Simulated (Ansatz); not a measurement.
What does this script print? It uses the Ansatz DFT code, driven from Python.

`run_compress.py`
```python
import ansatz as az
import numpy as np
import pandas as pd

def edges_and_angles(cell):
    cell = np.asarray(cell)
    a, b, c = np.linalg.norm(cell, axis=1)
    cosines = cell[1] @ cell[2] / (b * c), cell[0] @ cell[2] / (a * c), cell[0] @ cell[1] / (a * b)
    return (a, b, c, *np.degrees(np.arccos(cosines)))


def main() -> None:
    cell = (
        az.Lattice.fcc(5.115)
        .space_group(225)
        .atom("Hf", (0.0, 0.0, 0.0))
        .atom("O", (0.25, 0.75, 0.75))
        .primitive()
    )

    base = (
        cell.calculation()
        .functional(az.Functional.PBE)
        .basis(510)
        .kpoints(8)
        .occupations(az.OccupationsMethod.COLD)
    )

    rows = []
    for pressure in [0, 2, 4, 6, 8]:
        outcome = base.relax(cell=True, pressure=pressure, max_steps=60).run(threads=1, backend="cpu")
        cell = outcome.lattice.cell_ang
        n_atoms = len(outcome.lattice.sites)
        volume = abs(np.linalg.det(cell)) / n_atoms
        enthalpy = outcome.report["free_energy_ev"] / n_atoms + pressure * volume / 160.21766
        rows.append((pressure, volume, enthalpy, *edges_and_angles(cell)))
        print(f"{pressure} GPa done: {volume:.4f} A^3/atom")

    table = pd.DataFrame(rows, columns=["P_GPa", "V_A3_atom", "H_eV_atom", "a", "b", "c", "alpha", "beta", "gamma"])
    print(table.round(4).to_string(index=False))
    p, v = np.array([row[0] for row in rows], float), np.array([row[1] for row in rows])
    print("mean bulk modulus between rows (GPa):", np.round(-np.diff(p) / np.diff(np.log(v)), 1))


if __name__ == "__main__":
    main()
```

Output of `python run_compress.py`:
```text
0 GPa done: 11.0365 A^3/atom
2 GPa done: 10.9497 A^3/atom
4 GPa done: 10.8640 A^3/atom
6 GPa done: 10.7830 A^3/atom
8 GPa done: 10.7051 A^3/atom
 P_GPa  V_A3_atom  H_eV_atom      a      b      c  alpha  beta  gamma
     0    11.0365 -5620.4745 3.6043 3.6043 3.6043   60.0  60.0   60.0
     2    10.9497 -5620.3373 3.5948 3.5948 3.5948   60.0  60.0   60.0
     4    10.8640 -5620.2011 3.5854 3.5854 3.5854   60.0  60.0   60.0
     6    10.7830 -5620.0660 3.5765 3.5765 3.5765   60.0  60.0   60.0
     8    10.7051 -5619.9319 3.5679 3.5679 3.5679   60.0  60.0   60.0
mean bulk modulus between rows (GPa): [253.1 254.8 267.2 275.6]
```

The volume falls from 11.04 Å³ an atom at 0 GPa to 10.71 at 8 GPa, by 3.0 %. Between 0 and 2 GPa, -V dP/dV is about 253 GPa, a mean over that step.

Notes:
- Absolute energies stand on the zero of these potentials, so only differences at equal settings mean something.
- No spin polarisation was allowed.
- At a fixed pressure a relaxation lowers the enthalpy F + PV, while F alone can rise.
- Edges and angles are those of the cell as typed, here a primitive one, not of the conventional cell.
- This is a high-temperature or high-pressure form, not the ambient phase.
- Spin-orbit coupling, which matters for elements this heavy, is left out.
- The structure is a deposited one; some such entries were measured under pressure or heat, so a shift against it needn't be the functional's error alone.
- Symmetry holds the cell in this phase, whether or not it is the stable one at each pressure.
- The whole script took 37 s on 1 thread of Arm Neoverse V1, with other jobs on the host, peak memory 0.45 GiB.
